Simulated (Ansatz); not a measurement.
# CH₈AlBSi₂: how energies converge with the basis set

The task here is to estimate one member of a computed series from the others.

Method: one geometry, several basis sets; program: Ansatz 0.2.0, Gaussian basis.

Levels to be run: PBE0-D4/def2-SVP; ωB97M-V/def2-SVP; PBE0-D4/def2-QZVPP; ωB97M-V/def2-QZVPP; the functionals' def2-TZVPP values are taken from earlier runs.

### Structure used throughout

An earlier PBE0-D4 in a triple-zeta def2 set relaxation fixed the geometry.

SMILES `[AlH2][CH]1[SiH2]B1[SiH3]`, 13 atoms, charge 0, spin multiplicity 1.

Atoms are counted from 1 here; the program's logs count them from 0.

Bond lengths: Al1–C2 2.017 Å, Al1–H6 1.581 Å, Al1–H7 1.582 Å, C2–Si3 1.892 Å, C2–B4 1.463 Å, C2–H8 1.091 Å, Si3–B4 1.950 Å, Si3–H9 1.482 Å, Si3–H10 1.542 Å, B4–Si5 1.984 Å, Si5–H11 1.490 Å, Si5–H12 1.489 Å, Si5–H13 1.489 Å. Angles: C2–Al1–H6 119.5°, C2–Al1–H7 113.7°, H6–Al1–H7 123.8°, Al1–C2–Si3 82.0°, Al1–C2–B4 122.0°, Al1–C2–H8 104.2°, Si3–C2–B4 69.7°, Si3–C2–H8 141.8°, B4–C2–H8 129.4°, C2–Si3–B4 44.7°, C2–Si3–H9 124.1°, C2–Si3–H10 101.2°, B4–Si3–H9 134.5°, B4–Si3–H10 119.0°, H9–Si3–H10 106.2°, C2–B4–Si3 65.5°, C2–B4–Si5 147.7°, Si3–B4–Si5 143.9° and more.

The first run:

in.yaml reads:

```yaml
crystal:
  periodic: [false, false, false]
  atoms:
    - {symbol: Al, position_ang: [-0.589595, 1.918309, 1.258676]}
    - {symbol: C, position_ang: [-0.816059, 0.048382, 0.535997]}
    - {symbol: Si, position_ang: [-0.513072, 0.932952, -1.109143]}
    - {symbol: B, position_ang: [0.242379, -0.626795, -0.214448]}
    - {symbol: Si, position_ang: [1.305251, -2.277979, -0.497800]}
    - {symbol: H, position_ang: [0.828844, 2.385320, 1.776727]}
    - {symbol: H, position_ang: [-1.951376, 2.606375, 1.678467]}
    - {symbol: H, position_ang: [-1.613365, -0.378703, 1.145205]}
    - {symbol: H, position_ang: [-1.550823, 1.133319, -2.148346]}
    - {symbol: H, position_ang: [-0.111908, 2.340206, -0.624396]}
    - {symbol: H, position_ang: [0.923544, -2.892910, -1.799727]}
    - {symbol: H, position_ang: [2.751192, -1.929642, -0.561139]}
    - {symbol: H, position_ang: [1.115287, -3.293632, 0.574625]}
basis:
  gaussian: {orbitals: def2-SVP}
hamiltonian: {xc: pbe0, dispersion: d4}
output: {orbitals: {seedname: orbitals}}
```

Steps of the session up to this table: PBE0-D4 in def2-SVP; ωB97M-V in def2-SVP; PBE0-D4 in def2-QZVPP; ωB97M-V in def2-QZVPP.

One table of the session follows, with a row left open; its other results are not shown here.

It belongs to the step «Functionals by basis». 

```
functional       basis  HOMO (eV)  LUMO (eV)
   PBE0-D4    def2-SVP      -7.10      -1.85
   PBE0-D4  def2-TZVPP          ?          ?
   PBE0-D4  def2-QZVPP      -7.07      -1.90
   ωB97M-V    def2-SVP      -9.04       0.13
   ωB97M-V  def2-TZVPP      -9.04       0.02
   ωB97M-V  def2-QZVPP      -9.05      -0.03
```

Estimate the missing values for PBE0-D4, def2-TZVPP.

The run gave: HOMO (eV): -7.06; LUMO (eV): -1.88. In the column «HOMO (eV)» it is the highest.
